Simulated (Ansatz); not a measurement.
**CH4BNO2: how energies converge with the basis set**

How large a basis does CH4BNO2 need? Two functionals are run in growing sets.

The runs use Ansatz 0.2.0, Gaussian basis; one geometry, several basis sets.

Plan: PBE0-D4/def2-SVP; ωB97M-V/def2-SVP; PBE0-D4/def2-QZVPP; ωB97M-V/def2-QZVPP; the functionals' def2-TZVPP values are taken from earlier runs.

## Step 1: The relaxed structure

An earlier PBE0-D4 in a triple-zeta def2 set relaxation fixed the geometry.

9 atoms, charge 0, spin multiplicity 1.

Atoms are counted from 1 here; the program's logs count them from 0.

Bond lengths: N1–B2 1.394 Å, N1–H6 1.004 Å, N1–H7 1.008 Å, B2–O3 1.366 Å, B2–C4 1.605 Å, O3–H8 0.959 Å, C4–O5 1.211 Å, C4–H9 1.115 Å. Angles: B2–N1–H6 126.7°, B2–N1–H7 118.4°, H6–N1–H7 114.8°, N1–B2–O3 127.1°, N1–B2–C4 116.4°, O3–B2–C4 116.5°, B2–O3–H8 115.3°, B2–C4–O5 121.9°, B2–C4–H9 119.0°, O5–C4–H9 119.0°.

## Step 2: PBE0-D4 in def2-SVP

File in.yaml:

```yaml
crystal:
  periodic: [false, false, false]
  atoms:
    - {symbol: N, position_ang: [0.857712, 0.125255, -0.929397]}
    - {symbol: B, position_ang: [-0.001957, -0.310328, 0.077212]}
    - {symbol: O, position_ang: [-0.163096, -1.589792, 0.526996]}
    - {symbol: C, position_ang: [-0.900733, 0.815689, 0.784906]}
    - {symbol: O, position_ang: [-0.838622, 1.980782, 0.462217]}
    - {symbol: H, position_ang: [1.484994, -0.442153, -1.470722]}
    - {symbol: H, position_ang: [0.870757, 1.106549, -1.157650]}
    - {symbol: H, position_ang: [0.382258, -2.248407, 0.091777]}
    - {symbol: H, position_ang: [-1.602814, 0.516105, 1.597562]}
basis:
  gaussian: {orbitals: def2-SVP}
hamiltonian: {xc: pbe0, dispersion: d4}
output: {orbitals: {seedname: orbitals}}
```

After this run come: ωB97M-V in def2-SVP; PBE0-D4 in def2-QZVPP; ωB97M-V in def2-QZVPP.

Q: Predict the results of all the runs planned. Wanted: PBE0-D4: double and triple zeta above quadruple; ωB97M-V: double and triple zeta above quadruple.

The runs gave:

| quantity | value |
| --- | --- |
| PBE0-D4: double and triple zeta above quadruple | 9.03, 0.42 eV |
| ωB97M-V: double and triple zeta above quadruple | 9.26, 0.40 eV |

In words: PBE0-D4 gains 8.61 eV from double to triple zeta, then 0.42 eV more. Total energies overstate the basis error of differences, where much of it tends to cancel. The LUMO of ωB97M-V is positive and keeps falling with the basis (1.26 to 0.73 eV): an unbound level that the basis holds in place.
